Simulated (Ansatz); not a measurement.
**Molecular dynamics of Na₇Mg₄Cl₁₆, charge -1**

input.yaml

```yaml
accuracy: low
crystal:
  lattice:
    - [6.957255, 0.0, 0.0]
    - [0.0, 11.921442, 0.0]
    - [0.0, 0.0, 7.674615]
  atoms:
    - { symbol: Na, position: [-0.03762305, 0.70657502, 0.1954335] }
    - { symbol: Na, position: [0.93206113, 0.27294545, 0.204716] }
    - { symbol: Na, position: [0.56583186, 0.09094311, 0.58163943] }
    - { symbol: Na, position: [0.58971114, 0.80702471, 0.18736432] }
    - { symbol: Mg, position: [0.51430207, 0.46205637, 0.08804769] }
    - { symbol: Mg, position: [0.02028844, -0.00946087, -0.09370094] }
    - { symbol: Cl, position: [0.23744067, 0.15333937, -0.01321428] }
    - { symbol: Cl, position: [0.80488599, 0.83109411, -0.05294225] }
    - { symbol: Cl, position: [0.84536477, 0.42233186, -0.00882986] }
    - { symbol: Cl, position: [0.31411643, 0.66943372, 0.01404405] }
    - { symbol: Cl, position: [0.16830324, 0.90257347, 0.22353811] }
    - { symbol: Cl, position: [0.71661967, 0.08150364, 0.21432063] }
    - { symbol: Cl, position: [0.69729291, 0.56868428, 0.33605573] }
    - { symbol: Cl, position: [0.2938663, 0.41195246, 0.26483566] }
    - { symbol: Na, position: [-0.01874826, 0.64786363, 0.75406369] }
    - { symbol: Na, position: [1.07523977, 0.26522602, 0.78656791] }
    - { symbol: Na, position: [0.52453909, 0.83288723, 0.74711843] }
    - { symbol: Mg, position: [0.43575049, 0.50085338, 0.5224039] }
    - { symbol: Mg, position: [-0.01859137, -0.00073278, 0.45110037] }
    - { symbol: Cl, position: [0.18940107, 0.16949712, 0.48196971] }
    - { symbol: Cl, position: [0.7249005, 0.89256547, 0.51663753] }
    - { symbol: Cl, position: [0.71446458, 0.29361159, 0.47303628] }
    - { symbol: Cl, position: [0.24901246, 0.65154329, 0.44773197] }
    - { symbol: Cl, position: [0.24907911, 0.93914386, 0.66801005] }
    - { symbol: Cl, position: [0.79665671, 0.13596166, 0.81374094] }
    - { symbol: Cl, position: [0.61141201, 0.63938223, 0.70132982] }
    - { symbol: Cl, position: [0.3906492, 0.39627179, 0.80759831] }
total_charge: -1
basis:
  ecutwfc: 500.0
kpoints:
  mp_grid: { grid: [1, 1, 1] }
hamiltonian:
  xc: r2scan
scf:
  occupations: { method: fermi_dirac, width: 0.05 }
  lower_state_search: "off"
md:
  timestep: 3.0
  n_steps: 300
  ensemble: nvt_langevin
  temperature: 1950.0
  initial_velocities: maxwell_boltzmann
  seed: 930338
  friction: 0.02
```

Launched with:

```bash
$ ansatz run input.yaml --threads 4 --pin off --max-ram 10240MiB --backend cpu --events-out ev --progress --plain --runs-dir out
```

It goes on from the last frame of an earlier run, with new velocities.

Output, in part (step lines):

```
md step     0: t =     0.00 fs  T =  1877.8 K  F+E_penalty+E_count = -35507.25180099 eV  E_kin = 6.553482 eV  (8 SCF iters)
md step     1: t =     3.00 fs  T =  1879.1 K  F+E_penalty+E_count = -35507.05483396 eV  E_kin = 6.558040 eV  (8 SCF iters)
md step     2: t =     6.00 fs  T =  1654.4 K  F+E_penalty+E_count = -35506.81350256 eV  E_kin = 5.773737 eV  (8 SCF iters)
md step     3: t =     9.00 fs  T =  1818.9 K  F+E_penalty+E_count = -35506.67018792 eV  E_kin = 6.347851 eV  (7 SCF iters)
md step     4: t =    12.00 fs  T =  1725.7 K  F+E_penalty+E_count = -35506.60439850 eV  E_kin = 6.022554 eV  (7 SCF iters)
md step     5: t =    15.00 fs  T =  1881.8 K  F+E_penalty+E_count = -35506.62208672 eV  E_kin = 6.567390 eV  (6 SCF iters)
md step     6: t =    18.00 fs  T =  2012.7 K  F+E_penalty+E_count = -35506.72954668 eV  E_kin = 7.024491 eV  (6 SCF iters)
md step     7: t =    21.00 fs  T =  1996.2 K  F+E_penalty+E_count = -35506.82641291 eV  E_kin = 6.966912 eV  (7 SCF iters)
[... lines left out ...]
```

The steps, from the saved trajectory:

| time (fs) | T (K) | potential energy less start (eV) |
| --- | --- | --- |
| 0.0 | 1878 | 0.000 |
| 30.0 | 2219 | 0.321 |
| 60.0 | 1761 | 1.573 |
| 90.0 | 1694 | 0.672 |
| 120.0 | 1687 | -0.515 |
| 150.0 | 1661 | 0.926 |
| 180.0 | 1903 | 1.048 |
| 210.0 | 2067 | 1.040 |
| 240.0 | 1924 | 0.229 |
| 270.0 | 2055 | 0.497 |
| 300.0 | 2279 | 0.600 |
| 330.0 | 1924 | -0.306 |
| 360.0 | 2118 | -0.815 |
| 390.0 | 2249 | 0.562 |
| 420.0 | 1982 | 0.069 |
| 450.0 | 2105 | 0.208 |
| 480.0 | 1721 | 0.388 |
| 510.0 | 1781 | -0.943 |
| 540.0 | 2116 | 0.618 |
| 570.0 | 1873 | 1.021 |
| 600.0 | 1743 | 0.775 |
| 630.0 | 2260 | 0.034 |
| 660.0 | 1608 | 1.507 |
| 690.0 | 2170 | -0.185 |
| 720.0 | 2053 | 0.378 |
| 750.0 | 1680 | 1.217 |
| 780.0 | 1472 | 1.463 |
| 810.0 | 1946 | 0.052 |
| 840.0 | 1497 | 0.564 |
| 870.0 | 1735 | -0.152 |
| 900.0 | 1843 | 0.078 |

All steps were run. A run of 0.9 ps of so small a system gives no equilibrium averages. Limits of this set-up: coarse k mesh, low accuracy level, charged cell in a uniform background, uncorrected.

Mean squared displacements from the first frame to the last, about the centre of mass: Na 3.71 Å², Mg 1.67 Å², Cl 1.51 Å².

Last frame:

```xyz
27
Lattice="6.9573 0.0000 0.0000 0.0000 11.9214 0.0000 0.0000 0.0000 7.6746" Properties=species:S:1:pos:R:3
Na 0.135 7.778 3.224
Na 8.026 4.196 1.614
Na 3.695 2.169 2.658
Na 5.355 10.688 2.202
Mg 5.046 6.547 -0.172
Mg 1.108 -0.290 0.825
Cl 2.769 1.649 0.454
Cl 6.515 9.964 0.235
Cl 6.308 4.698 0.185
Cl 1.678 6.996 0.978
Cl 2.275 11.169 2.867
Cl 6.479 1.140 1.735
Cl 5.059 7.771 1.644
Cl 1.040 5.554 3.962
Na 1.243 6.953 6.091
Na 4.910 2.607 7.309
Na 3.872 11.033 5.171
Mg 3.219 6.568 3.207
Mg 0.364 0.339 4.287
Cl 1.522 2.346 4.318
Cl 6.432 10.140 4.462
Cl 4.852 4.853 2.855
Cl 2.731 8.724 4.156
Cl 1.681 11.124 6.117
Cl 5.136 1.302 5.199
Cl 5.744 7.313 5.383
Cl 3.174 5.226 6.978
```

Run time: 34 min on 4 threads of Intel(R) Xeon(R) Platinum 8259CL CPU @ 2.50GHz (Skylake/Cascade Lake), with other jobs on the host, peak memory 1.2 GiB.
